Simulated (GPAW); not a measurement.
A run of GPAW 26.7.0 is set up as follows.

File run.py:

```python
from ase.filters import FrechetCellFilter
from ase.io import read, write
from ase.optimize import BFGS
from ase.units import GPa
from gpaw import GPAW, PW

atoms = read('POSCAR')

calc = GPAW(mode=PW(600),
            xc='PBE',
            kpts={'size': (8, 8, 8), 'gamma': True},
            occupations={'name': 'fermi-dirac', 'width': 0.05},
            nbands=20,
            convergence={'density': 1e-05, 'forces': 0.0001},
            maxiter=150,
            txt='gpaw.txt')
atoms.calc = calc
opt = BFGS(FrechetCellFilter(atoms, scalar_pressure=20 * GPa), trajectory='relax.traj', logfile='-')
done = opt.run(fmax=0.02, steps=60)
calc.write('gs.gpw')
write('result.traj', atoms)
print('Converged:', done)
print('Cell:', atoms.cell.cellpar().round(4))
print('Volume:', round(atoms.get_volume(), 4))
print(atoms.get_scaled_positions().round(5))
```

Contents of POSCAR:

```
BiS
1.0
    2.1092708692      1.2177881041      3.5004874800
   -2.1092708692      1.2177881041      3.5004874800
    0.0000000000     -2.4355762082      3.5004874800
Bi S
1 1
Direct
    0.0000000000      0.0000000000      0.0000000000
    0.5000000000      0.5000000000      0.5000000000
```

Potentials or basis: GPAW PAW data sets (gpaw-data 1.2.1), pw.

The run is started by

```sh
$ OMP_NUM_THREADS=1 python run.py
```

Predict the relaxed volume.

20.32 Å³/atom.

Predict the space group after relaxing (to 0.05 Å).

R-3m (No. 166).

What does it give for the relaxed cell?

a = 4.401 Å, b = 4.401 Å, c = 4.401 Å, α = 46.28°, β = 46.28°, γ = 46.28°.

Predict the band gap on the k mesh.

none (metal or under the smearing width).

The path:
| step | energy change (eV) | largest force (eV/Å) | pressure (GPa) | volume (Å³) |
| --- | --- | --- | --- | --- |
| 1 | 0.0000 | 0.0000 | -1.44 | 53.95 |
| 2 | 0.0242 | 0.0000 | 3.62 | 49.93 |
| 3 | 0.6955 | 0.0000 | 24.58 | 41.41 |
| 4 | 0.4925 | 0.0000 | 19.51 | 42.87 |
| 5 | 0.5054 | 0.0000 | 19.87 | 42.76 |
| 6 | 0.9016 | 0.0000 | 32.66 | 38.87 |
| 7 | 1.6147 | 0.0000 | 50.46 | 34.70 |
| 8 | 0.9190 | 0.0000 | 33.93 | 38.39 |
| 9 | 0.8438 | 0.0000 | 32.17 | 38.74 |
| 10 | 0.3444 | 0.0000 | 19.55 | 41.03 |
| 11 | 0.3605 | 0.0000 | 18.83 | 40.85 |
| 12 | 0.3744 | 0.0000 | 19.76 | 40.71 |
| 13 | 0.3822 | 0.0000 | 19.95 | 40.65 |

Caveat: later steps reuse the first step's grids; the volume moved by over 15 % at a fixed basis, so the end points are rough; spin-orbit coupling is left out, which moves the levels of the heavy elements.
